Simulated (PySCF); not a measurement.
# C4H9ClO2S: the cost of one run

Programs: PySCF 2.14.0, with density-fitted response routines of our own. Each step states its level of theory. These are calculated values for one molecule in the gas phase, unless marked as measured. Atoms are numbered from 0 throughout.

## 1. The starting structure

17 atoms, charge 0, multiplicity 1; geometry from: GFN2-xTB. The atoms were then displaced at random by about 0.01 Å, so the start is not that level's minimum.

Bonds of the start (Å): C0–C1 1.52, C1–C2 1.53, C1–C3 1.54, C1–S4 1.84, S4–O5 1.42, S4–O6 1.43, S4–Cl7 2.06, C0–H8 1.06, C0–H9 1.12, C0–H10 1.07, C2–H11 1.08, C2–H12 1.09, C2–H13 1.10, C3–H14 1.10, C3–H15 1.07, C3–H16 1.09.

## 2. Optimising the geometry at PBE0-D3(BJ)/def2-SVP

The job: settings as JSON, then the geometry in Å.

```
{"job": {"xc": "PBE0", "basis": "def2-SVP", "d3": "d3bj", "grid": 1, "shake": 0.01, "kind": "geom"}, "charge": 0, "multiplicity": 1}
C     -0.024740    -0.640180     1.438360
C     -0.052650    -0.202720    -0.018980
C     -1.403360    -0.408320    -0.709600
C      1.156830    -0.707200    -0.824820
S      0.104370     1.629160    -0.022460
O      0.247800     2.149000    -1.341420
O     -0.866010     2.229840     0.836700
Cl     1.921210     1.950580     0.901970
H     -0.262400    -1.672520     1.545410
H     -0.807540    -0.057120     1.985640
H      0.913550    -0.418050     1.898520
H     -1.606340    -1.467220    -0.768120
H     -1.388800     0.029250    -1.711670
H     -2.189440     0.087800    -0.129300
H      1.031570    -1.793640    -0.980860
H      2.060140    -0.496100    -0.298570
H      1.149300    -0.200700    -1.790600
```

Launch:

```sh
$ OMP_NUM_THREADS=1 python probes_run.py task.json out
```

This one command runs all jobs of the session in turn.

Q: Estimate the wall time and peak memory of this first job on 1 thread of Arm Neoverse V1, shared host.

About 2.7 min, with a peak of 0.71 GiB.
